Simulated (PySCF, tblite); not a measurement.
# C7H12SSi: geometry, infrared bands and NMR shifts

Aim: predict the infrared bands and NMR shifts of C7H12SSi (`CC#C[Si]1(CC)CSC1`).

The runs use tblite 0.8.0 and PySCF 2.14.0, with density-fitted response routines of our own; the level of theory stands in each step. All values are computed, except where a source is named. Atoms are numbered from 0 throughout.

**1. The starting structure**

21 atoms, charge 0, multiplicity 1; geometry from: force field or distance geometry start.

Bonds of the start (Å): C0–C1 1.48, C1–C2 1.19, C2–Si3 1.87, Si3–C4 1.85, C4–C5 1.53, Si3–C6 1.88, C6–S7 1.84, S7–C8 1.84, C8–Si3 1.87, C0–H9 1.09, C0–H10 1.09, C0–H11 1.09, C4–H12 1.10, C4–H13 1.09, C5–H14 1.09, C5–H15 1.10, C5–H16 1.10, C6–H17 1.10, C6–H18 1.09, C8–H19 1.09, C8–H20 1.08.

**2. Optimising the geometry with GFN2-xTB**

Job settings and geometry (Å):

```
{"job": {"kind": "relax", "xc": "GFN2-xTB", "basis": "xTB"}, "charge": 0, "multiplicity": 1}
C      3.901800    -0.143600     0.470500
C      2.435500    -0.238300     0.314700
C      1.257500    -0.329600     0.207200
Si    -0.598500    -0.443400     0.008300
C     -1.514300     1.065600     0.574900
C     -1.210200     2.344200    -0.207100
C     -1.383200    -2.022900     0.658400
S     -2.573900    -1.973600    -0.738700
C     -1.212100    -1.106600    -1.626500
H      4.210200    -0.534300     1.445300
H      4.401000    -0.711000    -0.313300
H      4.214900     0.898400     0.403600
H     -2.598300     0.891000     0.523000
H     -1.285600     1.243000     1.623700
H     -1.458500     2.249900    -1.264000
H     -1.793100     3.179400     0.210500
H     -0.144600     2.616700    -0.127600
H     -1.847800    -1.952200     1.648900
H     -0.729200    -2.898200     0.647200
H     -1.551200    -0.341400    -2.329100
H     -0.529400    -1.776300    -2.130400
```

Started as:

```
$ OMP_NUM_THREADS=1 python probes_run.py task.json out
```

The driver reads the jobs from task.json and runs them one after another.

**Question.** This job is followed by: GFN2-xTB harmonic vibrations, gas phase; GIAO PBE0/pcSseg-1 NMR shielding, non-relativistic, gas phase. What will the session give for the following? strongest single infrared mode (GFN2-xTB); zero-point energy (GFN2-xTB); ¹³C shifts against TMS (PBE0/pcSseg-1, means over atoms taken as alike); ¹H shifts against TMS (PBE0/pcSseg-1, means over atoms taken as alike); ²⁹Si shifts against TMS (PBE0/pcSseg-1); ³³S shifts against CS2 (PBE0/pcSseg-1).

As calculated:

| quantity | value |
| --- | --- |
| strongest single infrared mode (GFN2-xTB) | 2315 cm⁻¹, 293 km/mol |
| zero-point energy (GFN2-xTB) | 104.7 kcal/mol |
| ¹³C shifts against TMS (PBE0/pcSseg-1, means over atoms taken as alike) | 117.4, 85.3, 24.2, 14.2, 7.9, 5.9 ppm |
| ¹H shifts against TMS (PBE0/pcSseg-1, means over atoms taken as alike) | 2.59, 2.54, 2.16, 1.07, 0.97 ppm |
| ²⁹Si shifts against TMS (PBE0/pcSseg-1) | -2.6 ppm |
| ³³S shifts against CS2 (PBE0/pcSseg-1) | -54 ppm |

In words: Over 119 steps the energy fell by 0.330 eV; of the close pairs, Si3–C8 changed most, 1.868 to 1.918 Å. The lowest mode is imaginary (22i cm⁻¹), so the xTB geometry is not a minimum. The strongest single mode, at 2315 cm⁻¹, moves mainly C1 and C2. Unscaled tight-binding wavenumbers are off by several per cent, some by more. Its intensities can rank the bands wrongly. At PBE0/pcSseg-1: The largest span, 527 ppm, is at S7, where the paramagnetic term is -497 ppm.
